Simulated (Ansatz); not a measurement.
# FGeH6P: the cost of one run

Program: Ansatz 0.2.0. Level of theory: RKS B3LYP-D4/def2-SVP. These are calculated values, not measurements.

## Step 1: Starting point

Bond lengths: Ge1–H3 1.550 Å, Ge1–F4 1.679 Å, Ge1–H5 1.549 Å, Ge1–P6 2.570 Å, P6–H7 1.420 Å, P6–H8 1.420 Å. Angles: H3–Ge1–F4 109.5°, H3–Ge1–H5 109.5°, H3–Ge1–P6 178.9°, F4–Ge1–H5 109.5°, F4–Ge1–P6 69.8°, H5–Ge1–P6 70.1°, Ge1–P6–H7 109.5°, Ge1–P6–H8 109.5°, H7–P6–H8 109.4°.

Structure file:

```xyz
9

Ge    0.0000    0.0000    0.0000
H     0.0000    0.0000    1.9000
H     1.4616    0.0000   -0.5162
F    -0.7913    1.3709   -0.5594
H    -0.7300   -1.2648   -0.5162
P    -2.4389    0.0078    0.8104
H    -3.2078   -0.8760    0.0078
H    -2.4899   -0.4177    2.1642
H    -0.9744    0.0031    1.9571
```

## Step 2: Pulling towards end A

Springs on the bonds that form and break draw the guess towards this end; the thresholds are loose.

The input, input.yaml:

```yaml
crystal:
  periodic: [false, false, false]
  atoms:
    - { symbol: Ge, position_ang: [0.0, 0.0, 0.0] }
    - { symbol: H, position_ang: [0.0, 0.0, 1.9] }
    - { symbol: H, position_ang: [1.4616, 0.0, -0.5162] }
    - { symbol: F, position_ang: [-0.7913, 1.3709, -0.5594] }
    - { symbol: H, position_ang: [-0.73, -1.2648, -0.5162] }
    - { symbol: P, position_ang: [-2.4389, 0.0078, 0.8104] }
    - { symbol: H, position_ang: [-3.2078, -0.876, 0.0078] }
    - { symbol: H, position_ang: [-2.4899, -0.4177, 2.1642] }
    - { symbol: H, position_ang: [-0.9744, 0.0031, 1.9571] }
basis:
  gaussian: { orbitals: def2-SVP }
hamiltonian:
  xc: b3lyp
  dispersion: d4
relax:
  f_tol: 0.15
  max_steps: 25
  restrain:
    - { distance: [0, 5], at: 3.47, k: 30.0 }
    - { distance: [8, 1], at: 1.86, k: 30.0 }
    - { distance: [0, 1], at: 1.55, k: 30.0 }
    - { distance: [8, 5], at: 1.42, k: 30.0 }
output:
  orbitals: {}
```

On the command line:

```sh
ansatz run input.yaml --threads 2 --pin off --max-ram 3072MiB --backend cpu --events-out ev --progress --plain --runs-dir out
```

Q: Estimate wall time and peak memory on 2 threads of Arm Neoverse V1, shared host.

About 19 s, with a peak of 0.19 GiB.
